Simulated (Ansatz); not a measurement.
# H6C2O: the cost of one run

Program: Ansatz 0.2.0. Level of theory: DFT PBE+D3(BJ), plane waves, PAW, scalar-relativistic, no spin polarisation. These are calculated values, not measurements.

### Step 1. The structure to begin with

The cell holds 36 atoms (C8H24O4): a = 7.294 Å, b = 7.294 Å, c = 7.294 Å, α = 90.00°, β = 90.00°, γ = 90.00°.

Its coordinates follow in the input file.

### Step 2. Preparing the start

File input.yaml:

```yaml
accuracy: low
crystal:
  lattice:
    - [7.293633, 0.0, 0.0]
    - [0.0, 7.293633, 0.0]
    - [0.0, 0.0, 7.293633]
  atoms:
    - { symbol: C, position: [0.7701735, 0.3277797, 0.8587332] }
    - { symbol: C, position: [0.5794866, 0.40011, 0.8216096] }
    - { symbol: O, position: [0.4558943, 0.2498978, 0.8423855] }
    - { symbol: H, position: [0.3328986, 0.2951647, 0.8187559] }
    - { symbol: H, position: [0.5463042, 0.5109452, 0.918204] }
    - { symbol: H, position: [0.5718667, 0.4572944, 0.6823693] }
    - { symbol: H, position: [0.8718639, 0.4370428, 0.844899] }
    - { symbol: H, position: [0.7777481, 0.2721094, 0.9974754] }
    - { symbol: H, position: [0.8032803, 0.2185222, 0.7619204] }
    - { symbol: C, position: [1.0071115, 0.082739, 0.5423309] }
    - { symbol: C, position: [0.8329013, 0.0493388, 0.4350625] }
    - { symbol: O, position: [0.808604, -0.1444378, 0.4236308] }
    - { symbol: H, position: [0.6968597, -0.1671929, 0.35485] }
    - { symbol: H, position: [0.7159512, 0.114305, 0.5044747] }
    - { symbol: H, position: [0.8439891, 0.110447, 0.297735] }
    - { symbol: H, position: [1.0335459, 0.2296614, 0.5559605] }
    - { symbol: H, position: [0.9953597, 0.0229479, 0.6790529] }
    - { symbol: H, position: [1.1232457, 0.0190945, 0.4725584] }
    - { symbol: C, position: [0.7365147, 0.8691005, 0.8146266] }
    - { symbol: C, position: [0.9158661, 0.788497, 0.8802579] }
    - { symbol: O, position: [1.0205088, 0.9352457, 0.9563178] }
    - { symbol: H, position: [1.1361113, 0.8846559, 0.9988868] }
    - { symbol: H, position: [0.8900908, 0.6816149, 0.9833494] }
    - { symbol: H, position: [0.9889981, 0.7241196, 0.7652655] }
    - { symbol: H, position: [0.6495722, 0.7628252, 0.7544826] }
    - { symbol: H, position: [0.6635878, 0.9319399, 0.9292514] }
    - { symbol: H, position: [0.7623778, 0.9743942, 0.7114262] }
    - { symbol: C, position: [0.2529254, 0.496863, 0.3128571] }
    - { symbol: C, position: [0.1083787, 0.4803189, 0.1651958] }
    - { symbol: O, position: [-0.065339, 0.4752752, 0.2550129] }
    - { symbol: H, position: [-0.1591369, 0.4646439, 0.1610751] }
    - { symbol: H, position: [0.1168856, 0.5975665, 0.070874] }
    - { symbol: H, position: [0.1308834, 0.3551356, 0.0843337] }
    - { symbol: H, position: [0.3900397, 0.5014258, 0.2524452] }
    - { symbol: H, position: [0.2310016, 0.6218534, 0.3922468] }
    - { symbol: H, position: [0.2449828, 0.37971, 0.4056905] }
basis:
  ecutwfc: 420.0
kpoints:
  mp_grid: { grid: [1, 1, 1] }
hamiltonian:
  xc: pbe
  dispersion: d3bj
scf:
  occupations: { method: fermi_dirac, width: 0.05 }
  lower_state_search: "off"
relax:
  f_tol: 0.3
  max_steps: 15
  adjacent_minimum: "off"
```

Started as:

```bash
> ansatz run input.yaml --threads 1 --pin off --max-ram 3072MiB --backend cpu --events-out ev --progress --plain --runs-dir out
```

Q: Estimate wall time and peak memory on 1 thread of Arm Neoverse V1, shared host.

About 5.5 s, with a peak of 0.4 GiB.
